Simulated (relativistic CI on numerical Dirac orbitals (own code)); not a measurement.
# Mo⁺: 3d photoemission multiplets

Aim: the 3d photoemission spectrum of Mo⁺ in 2 surroundings, from the same atomic integrals.

Method: Dirac-Coulomb-Breit CI, KLI orbitals optimised for each configuration, model QED (radiative potential, 1s self-energy scaled to tabulated hydrogen-like ionisation energies), valence Slater integrals scaled by 0.8, multiplet model of photoemission in the sudden approximation. Code: relativistic CI on numerical Dirac orbitals (own code) version 3.

## (1) Starting point

| Quantity | Value |
| --- | --- |
| ion | Mo⁺ (Mo II) |
| nuclear charge | 42 |
| electrons | 41 |
| configurations | [Kr] 4d5 → [Ar] 3d9 4s2 4p6 4d5 |
| temperature | 80 K |
| widths | Lorentz 0.3 eV, Gauss 0.5 eV |
| surrounding 1 | free ion |
| surrounding 2 | Td, 10Dq = -1550 cm⁻¹ |

## (2) Surrounding 1: free ion

Settings of the run:

```ini
atom Mo  Z=42  charge=1  electrons=41
nucleus A=98  rms_radius_fm=4.4091
hamiltonian dirac-coulomb  breit=on  qed=on  c_scale=1
orbitals kli  potential=per-configuration
slater_scale 0.8
correlation none
mixing on
configurations
  [Kr] 4d5
  [Ar] 3d9 4s2 4p6 4d5
end
photoemission 3d T=80 lorentz=0.3 gauss=0.5
crystal_field free
```

From the run's result record (rounded, not every field):

```text
{
  "status": "converged",
  "curve, one point in 3 above 2 % of the maximum [energy, intensity] [eV; 1/eV]": [
    [239.5, 0.009258],
    [239.8, 0.01348],
    [240.1, 0.02213],
    [240.4, 0.04703],
    [240.7, 0.1419],
    [241, 0.344],
    [241.3, 0.4506],
    [241.6, 0.3923],
    [241.9, 0.2451],
    [242.2, 0.1007],
    [242.5, 0.03998],
    [242.8, 0.02487],
    [243.1, 0.02368],
    [243.4, 0.03522],
    [243.7, 0.07951],
    [244, 0.2038],
    [244.3, 0.2972],
    [244.6, 0.1874],
    [244.9, 0.08524],
    [245.2, 0.07651],
    [245.5, 0.08383],
    [245.8, 0.05886],
    [246.1, 0.034],
    [246.4, 0.02254],
    [246.7, 0.01565],
    [247, 0.009669],
    [248.8, 0.01129],
    [249.1, 0.01416],
    [249.4, 0.02397],
    [249.7, 0.04179],
    [250, 0.0363],
    [250.3, 0.0167]
  ],
  "sticks, the strongest [energy, strength] [eV, share]": [
    [241.06, 0.1833],
    [241.31, 0.1466],
    [241.54, 0.1102],
    [241.73, 0.07538],
    [241.87, 0.04322],
    [241.94, 0.01398],
    [244.2, 0.03106],
    [244.21, 0.04101],
    [244.24, 0.04472],
    [244.31, 0.01056],
    [244.33, 0.06321],
    [244.49, 0.01248],
    [245.53, 0.01458],
    [249.8, 0.01172]
  ],
  "centroid [eV]": 243.046,
  "spread [eV]": 2.26884,
  "peak [eV]": 241.3,
  "ground_S": 2.49667,
  "radial 3d9 4d5 [Ha, bohr]": {"<r^-3>(3d)": 58.53, "<r^1>(3d)": 0.407, "<r^2>(3d)": 0.19826, "<r^4>(3d)": 0.074928, "zeta(3d)": 0.046789, "<r^-3>(4d)": 4.9597, "<r^1>(4d)": 1.6197, "<r^2>(4d)": 3.1132, "<r^4>(4d)": 17.73, "F2(4d,4d)": 0.28037, "F4(4d,4d)": 0.18288, "F2(3d,4d)": 0.13455, "F4(3d,4d)": 0.057309, "G0(3d,4d)": 0.041738, "G2(3d,4d)": 0.047327, "G4(3d,4d)": 0.035727, "zeta(4d)": 0.0035275}
}
```

Wall time 7 s (1 thread, shared host).

## (3) Surrounding 2: Td, 10Dq = -1550

Settings: those of step 2 with these lines changed.

```diff
@@ -12,2 +12,2 @@
 photoemission 3d T=80 lorentz=0.3 gauss=0.5
-crystal_field free
+crystal_field Td 10Dq=-1550
```

From the record:

```text
{
  "status": "converged",
  "curve, one point in 4 above 2 % of the maximum [energy, intensity] [eV; 1/eV]": [
    [239.5, 0.009235],
    [239.9, 0.01558],
    [240.3, 0.03493],
    [240.7, 0.1412],
    [241.1, 0.3984],
    [241.5, 0.4246],
    [241.9, 0.2475],
    [242.3, 0.07229],
    [242.7, 0.02784],
    [243.1, 0.02399],
    [243.5, 0.04507],
    [243.9, 0.1526],
    [244.3, 0.2964],
    [244.7, 0.142],
    [245.1, 0.07482],
    [245.5, 0.08281],
    [245.9, 0.04836],
    [246.3, 0.02522],
    [246.7, 0.01547],
    [248.6, 0.009555],
    [249, 0.01314],
    [249.4, 0.02423],
    [249.8, 0.0423],
    [250.2, 0.0227]
  ],
  "sticks, the strongest [energy, strength] [eV, share]": [
    [241.06, 0.1833],
    [241.31, 0.08142],
    [241.32, 0.06516],
    [241.54, 0.04718],
    [241.55, 0.06302],
    [241.73, 0.04518],
    [241.87, 0.0432],
    [244.2, 0.04889]
  ],
  "centroid [eV]": 243.046,
  "spread [eV]": 2.26893,
  "peak [eV]": 241.3,
  "ground_S": 2.4966
}
```

Wall time 7.3 s (1 thread, shared host).

## (4) Comparison

| surrounding | ground S | centroid (eV) | spread (eV) | up to four highest peaks (% of the highest), eV |
| --- | --- | --- | --- | --- |
| 1: free | 2.50 | 243.05 | 2.27 | 241.3 (100), 244.3 (66), 245.4 (19), 249.8 (10) |
| 2: Td | 2.50 | 243.05 | 2.27 | 241.3 (100), 244.3 (66), 245.4 (19), 249.8 (9) |

## (5) Summary of results

```
                           quantity     value
            highest peak, first run  241.3 eV
ground spin (effective S from ⟨S²⟩)      2.50
```

In words: The highest peak stays in place, within the step of the energy grid, in all surroundings. Energies are those of the free ion without screening by ligands; binding energies in solids differ by tens of eV.
